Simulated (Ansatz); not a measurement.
# CH7BSi2 (SMILES CB1[SiH2][SiH2]1) at revPBE/6-31G(d) (spherical functions)

Aim: the energy change on altering one bond length of CH7BSi2 at revPBE/6-31G* (spherical functions), from 2 runs. 

The calculation is run with Ansatz 0.2.0.

75 further runs of the same task are left out: 75 set aside as unsound or not needed.

**1. Starting point**

The species is CH7BSi2 (11 atoms), meant as a singlet with charge 0. SMILES: `CB1[SiH2][SiH2]1`. Geometry: relaxed at PBE0-D4/def2-TZVP.

Bond lengths: C1–B2 1.566 Å, B2–Si3 1.907 Å, B2–Si4 1.907 Å, C1–H5 1.092 Å, C1–H6 1.099 Å, C1–H7 1.092 Å, Si3–H8 1.482 Å, Si3–H9 1.489 Å, Si4–H10 1.489 Å, Si4–H11 1.482 Å. Some angles: C1–B2–Si3 130.2°, C1–B2–Si4 130.2°, Si3–B2–Si4 83.2°, B2–C1–H5 114.1°, B2–C1–H6 106.3°, B2–C1–H7 114.1°, B2–Si3–H8 124.3°, B2–Si3–H9 125.0°, B2–Si4–H10 124.9°, B2–Si4–H11 124.3°. A long bond or contact: Si3–Si4 2.531 Å.

**2. The energy at revPBE/6-31G(d) (spherical functions)**

File molecule.yaml:

```yaml
basis:
  gaussian: {orbitals: 6-31G_st_-spherical.json}
crystal:
  periodic: [false, false, false]
  atoms:
    - symbol: C
      position_ang: [-0.263900, 1.793500, 0.099500]
    - symbol: B
      position_ang: [-0.450600, 0.243000, -0.016600]
    - symbol: Si
      position_ang: [0.018800, -1.148600, 1.199400]
    - symbol: Si
      position_ang: [0.210300, -0.982900, -1.318800]
    - symbol: H
      position_ang: [0.165600, 2.121800, 1.048800]
    - symbol: H
      position_ang: [-1.271300, 2.229100, 0.051100]
    - symbol: H
      position_ang: [0.301000, 2.238000, -0.723000]
    - symbol: H
      position_ang: [-0.479200, -2.541300, 1.107000]
    - symbol: H
      position_ang: [0.876900, -0.975400, 2.403900]
    - symbol: H
      position_ang: [1.239000, -0.662800, -2.346600]
    - symbol: H
      position_ang: [-0.281200, -2.371200, -1.484200]
hamiltonian: {xc: {name: revPBE}}
accuracy: high
output: {orbitals: {seedname: orbitals}}
```

The basis set 6-31G* is read from a file made from the Basis Set Exchange's data (not shown).

On the command line:

```sh
ansatz run molecule.yaml --threads 1 --pin off --max-ram 3480MiB --events-out events.jsonl --progress --plain --runs-dir runs
```

Log:

```text
Warning: RAYON_NUM_THREADS=1 ignored (pool sized by the plan → 1); use --threads N
Functional definition: revPBE
  name "revPBE"
  parameter kappa = 1.245
  parameter beta = 0.06672455060314922
  exchange = pbe_x(kappa = kappa, mu = beta*pi^2/3)
  correlation = pbe_c(beta = beta)
1867 factors; integrals over basis functions are off by at most 3.4e-9 eV
mean field evaluation 1: about -17568.1237 eV, gradient 5.2e1 eV
mean field evaluation 2: about -17547.2816 eV, gradient 9.0e1 eV
mean field evaluation 4: about -17575.5593 eV, gradient 9.4e0 eV
mean field evaluation 8: about -17575.8714 eV, gradient 4.2e-1 eV
mean field evaluation 16: about -17575.8722 eV, gradient 3.4e-5 eV
mean field -17575.87217109 eV, -645.9013889333 hartree, gradient 1.7e-8 eV, S^2 0.000000; 0 other end points of the search recorded, 0 dependent functions left out
reference -17575.87217591 eV, -645.9013891107 hartree; 23, 23 occupied and 55, 55 virtual orbitals, 1867 factors
Total energy: -17575.87217591 eV, -645.9013891107 hartree
```

It took 7.5 s on 1 thread of Arm Neoverse V1, shared host; peak memory 0.21 GiB.

**3. The distorted shape**

File run.yaml:

```yaml
crystal:
  periodic: [false, false, false]
  atoms:
    - {symbol: C, position_ang: [-0.950368, 1.654942, -0.864084]}
    - {symbol: B, position_ang: [-1.137068, 0.104442, -0.980184]}
    - {symbol: Si, position_ang: [-0.667668, -1.287158, 0.235816]}
    - {symbol: Si, position_ang: [-0.476168, -1.121458, -2.282384]}
    - {symbol: H, position_ang: [-0.520868, 1.983242, 0.085216]}
    - {symbol: H, position_ang: [-1.957768, 2.090542, -0.912484]}
    - {symbol: H, position_ang: [-0.385468, 2.099442, -1.686584]}
    - {symbol: H, position_ang: [-1.165668, -2.679858, 0.143416]}
    - {symbol: H, position_ang: [0.876900, -0.975400, 2.403900]}
    - {symbol: H, position_ang: [0.552532, -0.801358, -3.310184]}
    - {symbol: H, position_ang: [-0.967668, -2.509758, -2.447784]}
basis:
  gaussian: {orbitals: 6-31G_st_-spherical.json}
hamiltonian: {xc: {name: revPBE}}
accuracy: high
output: {orbitals: {seedname: orbitals}}
```

The basis set 6-31G* is read from a file made from the Basis Set Exchange's data (not shown).

On the command line:

```sh
ansatz run run.yaml --threads 1 --pin off --max-ram 3480MiB --events-out events.jsonl --progress --plain --runs-dir runs
```

Log, cut to the lines that bear on the results:

```text
Warning: RAYON_NUM_THREADS=1 ignored (pool sized by the plan → 1); use --threads N
[... 6 set-up lines as earlier in the session ...]
1869 factors; integrals over basis functions are off by at most 3.5e-9 eV
mean field evaluation 1: about -17564.9999 eV, gradient 5.3e1 eV
mean field evaluation 2: about -17491.8795 eV, gradient 1.2e2 eV
mean field evaluation 4: about -17570.9172 eV, gradient 2.0e1 eV
mean field evaluation 8: about -17573.1230 eV, gradient 1.4e0 eV
mean field evaluation 16: about -17573.1179 eV, gradient 8.2e-4 eV
mean field -17573.11789648 eV, -645.8001712086 hartree, gradient 6.4e-8 eV, S^2 0.000000; 0 other end points of the search recorded, 0 dependent functions left out
reference -17573.11790135 eV, -645.8001713874 hartree; 23, 23 occupied and 55, 55 virtual orbitals, 1869 factors
Total energy: -17573.11790135 eV, -645.8001713874 hartree
```

It took 7.5 s on 1 thread of Arm Neoverse V1, shared host; peak memory 0.21 GiB.

**4. What came out**

Level: revPBE/6-31G* (spherical functions).

| quantity | value |
| --- | --- |
| first shape: total energy | -645.90139 Eh |
| first shape: HOMO energy | -5.53 eV |
| first shape: LUMO energy | -2.14 eV |
| first shape: HOMO–LUMO gap | 3.39 eV |
| distorted shape: total energy | -645.80017 Eh |
| distorted shape: HOMO energy | -5.73 eV |
| distorted shape: LUMO energy | -3.56 eV |
| distorted shape: HOMO–LUMO gap | 2.17 eV |
| energy change with the Si3–H9 bond stretched from 1.489 to 2.680 Å | 2.754 eV |

**Reading.** One bond (distorted shape) is far stretched, which a spin-restricted single reference describes badly; a broken-symmetry solution may lie lower. With the Si3–H9 bond stretched from 1.489 to 2.680 Å the energy rises by 2.75 eV (64 kcal/mol). The first shape isn't relaxed at this level, so the change isn't measured from a minimum. A restricted reference can't describe the breaking bond well at this length.
